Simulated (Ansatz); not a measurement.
# ClHInO with multiplicity 2: shift of H4 from In2 to O1

How high is the barrier for the shift of H4 from In2 to O1? Relax the two ends, then run a nudged elastic band between them. SMILES of the start: [O][InH][Cl].

Method: UKS PBE0/def2-SVP, in Ansatz 0.2.0.

**1. The starting structure**

Bond lengths: O1–In2 1.878 Å, In2–Cl3 2.448 Å, In2–H4 1.901 Å. Angles: O1–In2–Cl3 126.0°, O1–In2–H4 105.9°, Cl3–In2–H4 126.5°.

As a file:

```xyz
4

O    -1.8372   -0.4516    0.0459
In   -0.0341    0.0735    0.0637
Cl    1.8196   -1.1777    1.0603
H     0.1073    1.4955   -1.1903
```

**2. End point A**

File input.yaml:

```yaml
crystal:
  periodic: [false, false, false]
  atoms:
    - { symbol: O, position_ang: [-1.8372, -0.4516, 0.0459] }
    - { symbol: In, position_ang: [-0.0341, 0.0735, 0.0637] }
    - { symbol: Cl, position_ang: [1.8196, -1.1777, 1.0603] }
    - { symbol: H, position_ang: [0.1073, 1.4955, -1.1903] }
magnetization:
  spin_polarized: true
  initial_magnetization: 1
basis:
  gaussian: { orbitals: def2-SVP }
hamiltonian:
  xc: pbe0
relax:
  f_tol: 0.02
  max_steps: 50
```

Run with:

```
> ansatz run input.yaml --threads 1 --pin off --max-ram 2048MiB --backend cpu --events-out ev --progress --plain --runs-dir out
```

The log of the run, cut to the lines that bear on the results:

```text
Warning: RAYON_NUM_THREADS=1 ignored (pool sized by the plan → 1); use --threads N
[...]
Functional definition: PBE0
[...]
727 factors; integrals over basis functions are off by at most 1.8e-4 eV
[...]
mean field -19746.19061296 eV, -725.6591205774 hartree, gradient 9.2e-6 eV, S^2 0.755483; 4 other end points of the search recorded, 0 dependent functions left out
[...]
reference -19746.19064552 eV, -725.6591217743 hartree; 24, 23 occupied and 39, 40 virtual orbitals, 727 factors
relax step   1: F+E_penalty+E_count = -19746.19061296 eV  Δ(F+E_penalty+E_count) = +0.000e0 eV  max|allowed force component| = 4.170e0 eV/Å  Δτ_max = 0.0000 Å  (92 SCF iters, accepted)
[...]
relax step   4: F+E_penalty+E_count = -19746.79520656 eV  Δ(F+E_penalty+E_count) = -9.615e-3 eV  max|allowed force component| = 1.693e-1 eV/Å  Δτ_max = 0.0751 Å  (60 SCF iters, accepted)
[...]
relax step   5: F+E_penalty+E_count = -19746.79652118 eV  Δ(F+E_penalty+E_count) = -1.315e-3 eV  max|allowed force component| = 1.097e-2 eV/Å  Δτ_max = 0.0109 Å  (97 SCF iters, accepted)
727 factors; integrals over basis functions are off by at most 2.4e-4 eV
[...]
mean field -19746.79652118 eV, -725.6813872941 hartree, gradient 3.5e-7 eV, S^2 0.755679; 5 other end points of the search recorded, 0 dependent functions left out
[...]
reference -19746.79655412 eV, -725.6813885045 hartree; 24, 23 occupied and 39, 40 virtual orbitals, 727 factors
Total energy: -19746.79655412 eV, -725.6813885045 hartree
Atom 0 at    -1.847774    -0.637761     0.222254 Å, force     0.010970     0.006523     0.000169 eV/Å
Atom 1 at    -0.025020     0.152744    -0.133160 Å, force    -0.006323    -0.007115    -0.007059 eV/Å
Atom 2 at     1.613533    -1.079868     1.000222 Å, force    -0.003929     0.005304    -0.001451 eV/Å
Atom 3 at     0.314861     1.504585    -1.109717 Å, force    -0.000719    -0.004712     0.008341 eV/Å
Dipole moment:     0.075592     0.461895    -0.333687 e Å
```

Run time: 15 s. Hardware: 1 thread of AMD EPYC 9R45 (Zen 5), shared host; peak memory 0.2 GiB.

Step by step:

```
step  energy from step 1 (eV)  largest force component (eV/Å)
   1                   0.0000                          4.1696
   2                  -0.4359                          1.5326
   3                  -0.5950                          0.3443
   4                  -0.6046                          0.1693
   5                  -0.6059                          0.0110
```

Step 1 is the start.

After: Bond lengths: O1–In2 2.018 Å, In2–Cl3 2.343 Å, In2–H4 1.702 Å. Angles: O1–In2–Cl3 109.9°, O1–In2–H4 126.3°, Cl3–In2–H4 123.8°.

**3. End point B**

The second end starts from a geometry with the move made by hand.

Edit input.yaml of step 2 so:

```diff
@@ -6,3 +6,3 @@
     - { symbol: Cl, position_ang: [1.8196, -1.1777, 1.0603] }
-    - { symbol: H, position_ang: [0.1073, 1.4955, -1.1903] }
+    - { symbol: H, position_ang: [-2.77369, -0.38827, -0.26887] }
 magnetization:
@@ -17 +17,3 @@
   max_steps: 50
+output:
+  orbitals: {}
```

Run with:

```
> ansatz run input.yaml --threads 1 --pin off --max-ram 2048MiB --backend cpu --events-out ev --progress --plain --runs-dir out
```

The log of the run, cut to the lines that bear on the results:

```text
Warning: RAYON_NUM_THREADS=1 ignored (pool sized by the plan → 1); use --threads N
[...]
[... 1 set-up line as earlier in the session ...]
[...]
732 factors; integrals over basis functions are off by at most 2.5e-4 eV
[...]
mean field -19748.51529138 eV, -725.7445509336 hartree, gradient 4.8e-5 eV, S^2 0.754508; 0 other end points of the search recorded, 0 dependent functions left out
[...]
reference -19748.51531960 eV, -725.7445519708 hartree; 24, 23 occupied and 39, 40 virtual orbitals, 732 factors
relax step   1: F+E_penalty+E_count = -19748.51529138 eV  Δ(F+E_penalty+E_count) = +0.000e0 eV  max|allowed force component| = 3.866e0 eV/Å  Δτ_max = 0.0000 Å  (29 SCF iters, accepted)
[...]
relax step   3: F+E_penalty+E_count = -19748.87529301 eV  Δ(F+E_penalty+E_count) = -1.247e-1 eV  max|allowed force component| = 5.071e-1 eV/Å  Δτ_max = 0.1311 Å  (34 SCF iters, accepted)
[...]
relax step   9: F+E_penalty+E_count = -19748.97641569 eV  Δ(F+E_penalty+E_count) = -1.889e-5 eV  max|allowed force component| = 1.335e-2 eV/Å  Δτ_max = 0.0061 Å  (26 SCF iters, accepted)
732 factors; integrals over basis functions are off by at most 1.7e-4 eV
mean field -19748.97641569 eV, -725.7614969395 hartree, gradient 2.5e-5 eV, S^2 0.755763; 1 other end points of the search recorded, 0 dependent functions left out
[...]
reference -19748.97644434 eV, -725.7614979924 hartree; 24, 23 occupied and 39, 40 virtual orbitals, 732 factors
Total energy: -19748.97644434 eV, -725.7614979924 hartree
Atom 0 at    -1.894113    -0.739930     0.128013 Å, force    -0.012899    -0.011747     0.003811 eV/Å
Atom 1 at    -0.063511     0.119261     0.034319 Å, force     0.010363     0.013354    -0.004853 eV/Å
Atom 2 at     1.709138    -1.127885     1.024330 Å, force    -0.000200    -0.003516     0.001706 eV/Å
Atom 3 at    -2.576904    -0.195516    -0.285632 Å, force     0.002736     0.001909    -0.000664 eV/Å
Dipole moment:    -0.314334     0.608141    -0.376428 e Å
```

Wall time 14 s (1 thread of AMD EPYC 9R45 (Zen 5), shared host); peak memory 0.18 GiB.

The steps of the relaxation:

```
step  energy from step 1 (eV)  largest force component (eV/Å)
   1                   0.0000                          3.8656
   2                  -0.2353                          0.9206
   3                  -0.3600                          0.5071
   4                  -0.4239                          0.5219
  5x                  -0.4128                          1.2827
   6                  -0.4575                          0.1431
  7x                  -0.4565                          0.0659
   8                  -0.4611                          0.0339
   9                  -0.4611                          0.0134
```

Step 1 is the start. 2 steps were tried and not accepted (marked x).

After: Bond lengths: O1–In2 2.024 Å, In2–Cl3 2.383 Å, O1–H4 0.966 Å. Angles: O1–In2–Cl3 115.6°, In2–O1–H4 112.3°.

**4. The band**

crystal.atoms is end A as relaxed above, and neb.final_atoms is end B, turned to lie on A. With 5 inner images the band has 7 in all. The start path is listed, through a guess of the saddle.

File input.yaml:

```yaml
crystal:
  periodic: [false, false, false]
  atoms:
    - { symbol: O, position_ang: [-1.847774, -0.637761, 0.222254] }
    - { symbol: In, position_ang: [-0.02502, 0.152744, -0.13316] }
    - { symbol: Cl, position_ang: [1.613533, -1.079868, 1.000222] }
    - { symbol: H, position_ang: [0.314861, 1.504585, -1.109717] }
magnetization:
  spin_polarized: true
  initial_magnetization: 1
basis:
  gaussian: { orbitals: def2-SVP }
hamiltonian:
  xc: pbe0
neb:
  order_check: false
  images: 5
  f_tol: 0.05
  max_iterations: 60
  final_atoms:
    - { symbol: O, position_ang: [-1.09338056, 0.31157041, -0.39490465] }
    - { symbol: In, position_ang: [0.8950166, 0.18142985, -0.03792901] }
    - { symbol: Cl, position_ang: [1.56833537, -1.60370829, 1.38955235] }
    - { symbol: H, position_ang: [-1.31437141, 1.05040803, -0.97711969] }
  initial_path:
    images:
      - { positions_ang: [[-1.847774, -0.637761, 0.222254], [-0.02502, 0.152744, -0.13316], [1.613533, -1.079868, 1.000222], [0.314861, 1.504585, -1.109717]] }
      - { positions_ang: [[-1.73709451, -0.40427022, 0.0456554], [0.09326585, 0.2029955, -0.10755619], [1.6879455, -1.13168876, 1.0362007], [0.01148316, 1.27266348, -0.99470092]] }
      - { positions_ang: [[-1.62641501, -0.17077944, -0.13094319], [0.2115517, 0.253247, -0.08195237], [1.762358, -1.18350953, 1.0721794], [-0.29189469, 1.04074197, -0.87968484]] }
      - { positions_ang: [[-1.51573552, 0.06271134, -0.30754179], [0.32983755, 0.3034985, -0.05634856], [1.83677049, -1.23533029, 1.1081581], [-0.59527253, 0.80882045, -0.76466875]] }
      - { positions_ang: [[-1.37495053, 0.14566436, -0.33666274], [0.51823057, 0.26280895, -0.05020871], [1.74729212, -1.35812296, 1.20195618], [-0.83497216, 0.88934964, -0.83548573]] }
      - { positions_ang: [[-1.23416555, 0.22861738, -0.3657837], [0.70662358, 0.2221194, -0.04406886], [1.65781375, -1.48091562, 1.29575427], [-1.07467178, 0.96987884, -0.90630271]] }
      - { positions_ang: [[-1.09338056, 0.31157041, -0.39490465], [0.8950166, 0.18142985, -0.03792901], [1.56833537, -1.60370829, 1.38955235], [-1.31437141, 1.05040803, -0.97711969]] }
```

Run with:

```
> ansatz run input.yaml --threads 1 --pin off --max-ram 2048MiB --backend cpu --events-out ev --progress --plain --runs-dir out
```

The log of the run, cut to the lines that bear on the results:

```text
Warning: RAYON_NUM_THREADS=1 ignored (pool sized by the plan → 1); use --threads N
[...]
[... 1 set-up line as earlier in the session ...]
[...]
724 factors; integrals over basis functions are off by at most 3.3e-4 eV
[...]
mean field -19746.79652821 eV, -725.6813875524 hartree, gradient 8.1e-7 eV, S^2 0.755679; 4 other end points of the search recorded, 0 dependent functions left out
[...]
reference -19746.79656119 eV, -725.6813887641 hartree; 24, 23 occupied and 39, 40 virtual orbitals, 724 factors
728 factors; integrals over basis functions are off by at most 5.6e-4 eV
[...]
mean field -19748.97639809 eV, -725.7614962930 hartree, gradient 6.8e-5 eV, S^2 0.755763; 0 other end points of the search recorded, 0 dependent functions left out
[...]
reference -19748.97642687 eV, -725.7614973503 hartree; 24, 23 occupied and 39, 40 virtual orbitals, 728 factors
[...]
reference -19748.59893276 eV, -725.7476246978 hartree; 24, 23 occupied and 39, 40 virtual orbitals, 727 factors
NEB iter   1: max|band force component| = 1.394e1 eV/Å  barrier→ = 4.0198 eV  barrier← = 6.1997 eV  Δτ_max = 0.1928 Å  (404 SCF iters)
[...]
NEB iter   7: max|band force component| = 1.533e-1 eV/Å  barrier→ = 0.9820 eV  barrier← = 3.1618 eV  CI = image 3  Δτ_max = 0.0149 Å  (244 SCF iters)
[...]
NEB iter   8: max|band force component| = 4.039e-2 eV/Å  barrier→ = 0.9813 eV  barrier← = 3.1612 eV  CI = image 3  Δτ_max = 0.0000 Å  (500 SCF iters)
Total energy: -19745.81522847 eV, -725.6453254519 hartree
Atom 0 at    -1.662069    -0.008160    -0.279933 Å, force    -0.033830     0.001036    -0.005654 eV/Å
Atom 1 at     0.300771    -0.028049     0.052153 Å, force    -0.009248     0.008439    -0.010419 eV/Å
Atom 2 at     1.983177    -1.191224     1.152067 Å, force     0.038624    -0.018222     0.020441 eV/Å
Atom 3 at    -0.566279     1.167133    -0.944688 Å, force     0.004453     0.008748    -0.004368 eV/Å
Dipole moment:     0.420815     0.136831    -0.028490 e Å
this run last wrote the band of iteration 8 to <dir>
```

Wall time 78 s (1 thread of AMD EPYC 9R45 (Zen 5), shared host); peak memory 0.23 GiB.

**5. What the band shows**

Images 0 and 6 are the ends. Energies count from image 0; the path length is the program's own measure over all atoms.

```
image  path (Å)  energy (eV)  H4–In2 (Å)  H4–O1 (Å)  band force (eV/Å)
    0     0.000       0.0000        1.70       3.32                  -
    1     0.469       0.1438        1.70       2.87              0.001
    2     0.938       0.5520        1.72       2.33              0.002
   3*     1.407       0.9813        1.78       1.74              0.040
    4     1.914      -0.9867        1.94       1.10              0.027
    5     2.422      -2.0164        2.34       0.97              0.005
    6     2.930      -2.1799        2.55       0.97                  -
```

The star marks the climbing image.

image, energy (eV) and a bar:
```
        0      0.000 #####################
        1      0.144 ######################
        2      0.552 ##########################
        3      0.981 ##############################
        4     -0.987 ###########
        5     -2.016 ##
        6     -2.180
```

How the highest energy settled:

```
iteration  highest image above image 0 (eV)  largest band force (eV/Å)
        1                            4.0198                     13.942
        2                            1.6498                      3.609
        3                            1.1926                      1.612
        4                            1.0650                      1.053
        5                            0.9729                      0.538
        6                            0.9805                      0.250
        7                            0.9820                      0.153
        8                            0.9813                      0.040
```

The band as a trajectory file:

```xyz
4
image=0 dE=0.0000
O    -1.848   -0.638    0.222
In   -0.025    0.153   -0.133
Cl    1.614   -1.080    1.000
H     0.315    1.505   -1.110
4
image=1 dE=0.1438
O    -1.854   -0.416    0.051
In    0.101    0.066   -0.054
Cl    1.766   -1.133    1.064
H     0.042    1.422   -1.081
4
image=2 dE=0.5520
O    -1.782   -0.201   -0.118
In    0.207    0.008    0.006
Cl    1.884   -1.171    1.114
H    -0.254    1.304   -1.023
4
image=3 dE=0.9813
O    -1.662   -0.008   -0.280
In    0.301   -0.028    0.052
Cl    1.983   -1.191    1.152
H    -0.566    1.167   -0.945
4
image=4 dE=-0.9867
O    -1.492    0.261   -0.448
In    0.415   -0.053    0.089
Cl    1.986   -1.305    1.236
H    -0.854    1.037   -0.897
4
image=5 dE=-2.0164
O    -1.311    0.314   -0.448
In    0.645    0.036    0.052
Cl    1.877   -1.512    1.368
H    -1.155    1.102   -0.993
4
image=6 dE=-2.1799
O    -1.093    0.312   -0.395
In    0.895    0.181   -0.038
Cl    1.568   -1.604    1.390
H    -1.314    1.050   -0.977
```

**6. Frequencies at the highest image**

The geometry is the highest inner image of the first converged band.

File input.yaml:

```yaml
crystal:
  periodic: [false, false, false]
  atoms:
    - { symbol: O, position_ang: [-1.662069, -0.00816, -0.279933] }
    - { symbol: In, position_ang: [0.300771, -0.028049, 0.052153] }
    - { symbol: Cl, position_ang: [1.983177, -1.191224, 1.152067] }
    - { symbol: H, position_ang: [-0.566279, 1.167133, -0.944688] }
magnetization:
  spin_polarized: true
  initial_magnetization: 1
basis:
  gaussian: { orbitals: def2-SVP }
hamiltonian:
  xc: pbe0
phonons: {}
```

Run with:

```
> ansatz run input.yaml --threads 1 --pin off --max-ram 2048MiB --backend cpu --events-out ev --progress --plain --runs-dir out
```

The log of the run, cut to the lines that bear on the results:

```text
Warning: RAYON_NUM_THREADS=1 ignored (pool sized by the plan → 1); use --threads N
[...]
[... 1 set-up line as earlier in the session ...]
[...]
728 factors; integrals over basis functions are off by at most 3.6e-4 eV
[...]
mean field -19745.81516984 eV, -725.6453232972 hartree, gradient 3.3e-5 eV, S^2 0.764814; 2 other end points of the search recorded, 0 dependent functions left out
[...]
reference -19745.81520020 eV, -725.6453244130 hartree; 24, 23 occupied and 39, 40 virtual orbitals, 728 factors
[...]
728 factors; integrals over basis functions are off by at most 3.6e-4 eV
[...]
mean field -19745.81503110 eV, -725.6453181987 hartree, gradient 2.3e-6 eV, S^2 0.764714; 0 other end points of the search recorded, 0 dependent functions left out
[...]
reference -19745.81506147 eV, -725.6453193149 hartree; 24, 23 occupied and 39, 40 virtual orbitals, 728 factors
[...]
728 factors; integrals over basis functions are off by at most 3.6e-4 eV
[...]
728 factors; integrals over basis functions are off by at most 3.6e-4 eV
mean field -19745.81517100 eV, -725.6453233398 hartree, gradient 1.9e-6 eV, S^2 0.764812; 0 other end points of the search recorded, 0 dependent functions left out
[...]
reference -19745.81520136 eV, -725.6453244556 hartree; 24, 23 occupied and 39, 40 virtual orbitals, 728 factors
WARN: phonons: modes at or below zero, which the zero-point energy, F, S and C_V leave out: 1, the lowest at -1150.77 cm⁻¹. A minimum has none, and a first-order saddle one
Total energy: -19745.81520020 eV, -725.6453244130 hartree
Atom 0 at    -1.662069    -0.008160    -0.279933 Å, force    -0.034030     0.001085    -0.005723 eV/Å
Atom 1 at     0.300771    -0.028049     0.052153 Å, force    -0.009059     0.008364    -0.010326 eV/Å
Atom 2 at     1.983177    -1.191224     1.152067 Å, force     0.038655    -0.018202     0.020428 eV/Å
Atom 3 at    -0.566279     1.167133    -0.944688 Å, force     0.004434     0.008753    -0.004379 eV/Å
Dipole moment:     0.420817     0.136831    -0.028490 e Å
Vibrations: -1150.77 105.79 232.69 376.66 594.02 1601.64 cm⁻¹, zero-point energy 0.180447 eV
```

Run time: 25 s. Hardware: 1 thread of AMD EPYC 9R45 (Zen 5), shared host; peak memory 0.23 GiB.

Of 6 modes, 1 is imaginary by more than 30 cm⁻¹ (1151i cm⁻¹).

**7. Another band, settings changed**

crystal.atoms is end A as relaxed above, and neb.final_atoms is end B, turned to lie on A. With 5 inner images the band has 7 in all. The start path is listed, through a guess of the saddle.

File input.yaml:

```yaml
crystal:
  periodic: [false, false, false]
  atoms:
    - { symbol: O, position_ang: [-1.847774, -0.637761, 0.222254] }
    - { symbol: In, position_ang: [-0.02502, 0.152744, -0.13316] }
    - { symbol: Cl, position_ang: [1.613533, -1.079868, 1.000222] }
    - { symbol: H, position_ang: [0.314861, 1.504585, -1.109717] }
magnetization:
  spin_polarized: true
  initial_magnetization: 1
basis:
  gaussian: { orbitals: def2-SVP }
hamiltonian:
  xc: pbe0
neb:
  order_check: false
  images: 5
  f_tol: 0.5
  max_iterations: 60
  final_atoms:
    - { symbol: O, position_ang: [-1.09338056, 0.31157041, -0.39490465] }
    - { symbol: In, position_ang: [0.8950166, 0.18142985, -0.03792901] }
    - { symbol: Cl, position_ang: [1.56833537, -1.60370829, 1.38955235] }
    - { symbol: H, position_ang: [-1.31437141, 1.05040803, -0.97711969] }
  initial_path:
    images:
      - { positions_ang: [[-1.847774, -0.637761, 0.222254], [-0.02502, 0.152744, -0.13316], [1.613533, -1.079868, 1.000222], [0.314861, 1.504585, -1.109717]] }
      - { positions_ang: [[-1.73709451, -0.40427022, 0.0456554], [0.09326585, 0.2029955, -0.10755619], [1.6879455, -1.13168876, 1.0362007], [0.01148316, 1.27266348, -0.99470092]] }
      - { positions_ang: [[-1.62641501, -0.17077944, -0.13094319], [0.2115517, 0.253247, -0.08195237], [1.762358, -1.18350953, 1.0721794], [-0.29189469, 1.04074197, -0.87968484]] }
      - { positions_ang: [[-1.51573552, 0.06271134, -0.30754179], [0.32983755, 0.3034985, -0.05634856], [1.83677049, -1.23533029, 1.1081581], [-0.59527253, 0.80882045, -0.76466875]] }
      - { positions_ang: [[-1.37495053, 0.14566436, -0.33666274], [0.51823057, 0.26280895, -0.05020871], [1.74729212, -1.35812296, 1.20195618], [-0.83497216, 0.88934964, -0.83548573]] }
      - { positions_ang: [[-1.23416555, 0.22861738, -0.3657837], [0.70662358, 0.2221194, -0.04406886], [1.65781375, -1.48091562, 1.29575427], [-1.07467178, 0.96987884, -0.90630271]] }
      - { positions_ang: [[-1.09338056, 0.31157041, -0.39490465], [0.8950166, 0.18142985, -0.03792901], [1.56833537, -1.60370829, 1.38955235], [-1.31437141, 1.05040803, -0.97711969]] }
```

Run with:

```
> ansatz run input.yaml --threads 1 --pin off --max-ram 2048MiB --backend cpu --events-out ev --progress --plain --runs-dir out
```

The log of the run, cut to the lines that bear on the results:

```text
Warning: RAYON_NUM_THREADS=1 ignored (pool sized by the plan → 1); use --threads N
[...]
[... 1 set-up line as earlier in the session ...]
[...]
724 factors; integrals over basis functions are off by at most 3.3e-4 eV
[...]
mean field -19746.79652821 eV, -725.6813875524 hartree, gradient 8.1e-7 eV, S^2 0.755679; 4 other end points of the search recorded, 0 dependent functions left out
[...]
reference -19746.79656119 eV, -725.6813887641 hartree; 24, 23 occupied and 39, 40 virtual orbitals, 724 factors
728 factors; integrals over basis functions are off by at most 5.6e-4 eV
[...]
mean field -19748.97639809 eV, -725.7614962930 hartree, gradient 6.8e-5 eV, S^2 0.755763; 0 other end points of the search recorded, 0 dependent functions left out
[...]
reference -19748.97642687 eV, -725.7614973503 hartree; 24, 23 occupied and 39, 40 virtual orbitals, 728 factors
[...]
reference -19748.59893276 eV, -725.7476246978 hartree; 24, 23 occupied and 39, 40 virtual orbitals, 727 factors
NEB iter   1: max|band force component| = 1.394e1 eV/Å  barrier→ = 4.0198 eV  barrier← = 6.1997 eV  Δτ_max = 0.1945 Å  (404 SCF iters)
[...]
NEB iter   2: max|band force component| = 3.598e0 eV/Å  barrier→ = 1.6717 eV  barrier← = 3.8515 eV  Δτ_max = 0.1474 Å  (220 SCF iters)
[...]
724 factors; integrals over basis functions are off by at most 3.4e-4 eV
mean field -19746.62787279 eV, -725.6751895799 hartree, gradient 1.7e-5 eV, S^2 0.755997; 0 other end points of the search recorded, 0 dependent functions left out
[...]
reference -19746.62790503 eV, -725.6751907646 hartree; 24, 23 occupied and 39, 40 virtual orbitals, 724 factors
[...]
724 factors; integrals over basis functions are off by at most 2.7e-4 eV
mean field -19746.06982756 eV, -725.6546817962 hartree, gradient 1.5e-5 eV, S^2 0.757450; 0 other end points of the search recorded, 0 dependent functions left out
[...]
reference -19746.06985930 eV, -725.6546829625 hartree; 24, 23 occupied and 39, 40 virtual orbitals, 724 factors
[...]
```

(Part 1 of 2 ends here.)
